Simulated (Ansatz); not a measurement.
# BaEuS2: the cost of one run

Computed with Ansatz 0.2.0 (DFT LDA without U, plane waves, PAW, no spin–orbit coupling unless a run says so, unless a step's input says otherwise).

### 1 The structure to begin with

Symmetry: P4/mmm, No. 123, tetragonal system. Conventional cell: a = 4.422 Å, b = 4.422 Å, c = 6.255 Å, α = 90.00°, β = 90.00°, γ = 90.00°. Around Ba (site symmetry 4/mmm) lie 6 S at 3.13 Å. Eu (site symmetry 4/mmm) is surrounded by 6 S at 3.13 Å. S (site symmetry 4/mmm) is surrounded by 4 Eu at 3.13 Å and 2 Ba at 3.13 Å. S (site symmetry 4/mmm) is surrounded by 4 Ba at 3.13 Å and 2 Eu at 3.13 Å.

Structure file:

```
CELL_PARAMETERS angstrom
4.42200 0.00000 0.00000
0.00000 4.42200 0.00000
0.00000 0.00000 6.25521
ATOMIC_POSITIONS crystal
Ba 0.00000 0.00000 0.00000
Eu 0.50000 0.50000 0.50000
S 0.00000 0.00000 0.50000
S 0.50000 0.50000 0.00000
```

Magnetic order typed: ferromagnetic.

### 2 From atoms, symmetry kept, no search

File input.yaml:

```yaml
crystal:
  lattice:
    - [4.42199811, 0.0, 0.0]
    - [0.0, 4.42199811, 0.0]
    - [0.0, 0.0, 6.25521015]
  atoms:
    - { symbol: Ba, position: [0.0, 0.0, 0.0] }
    - { symbol: Eu, position: [0.5, 0.5, 0.5], spin: 7.0 }
    - { symbol: S, position: [0.0, 0.0, 0.5] }
    - { symbol: S, position: [0.5, 0.5, 0.0] }
basis:
  ecutwfc: 420
  ecutrho_ratio: 4
kpoints:
  mp_grid: { grid: [4, 4, 3] }
hamiltonian:
  xc: lda
scf:
  occupations: { method: gaussian, width: 0.05 }
  lower_state_search: "off"
  max_iter: 150
output:
  forces: true
  stress: true
  eigenvalues: true
  populations: true
  hubbard: { sites: [{ site: 1, l: f }] }
magnetization:
  spin_polarized: true
```

The run is started by

```
$ ansatz run input.yaml --threads 4 --pin off --max-ram 6144MiB --backend cpu --events-out ev --progress --plain --runs-dir out
```

Q: Estimate wall time and peak memory on 4 threads of Arm Neoverse V1, shared host.

About 4.9 s, with a peak of 0.48 GiB.
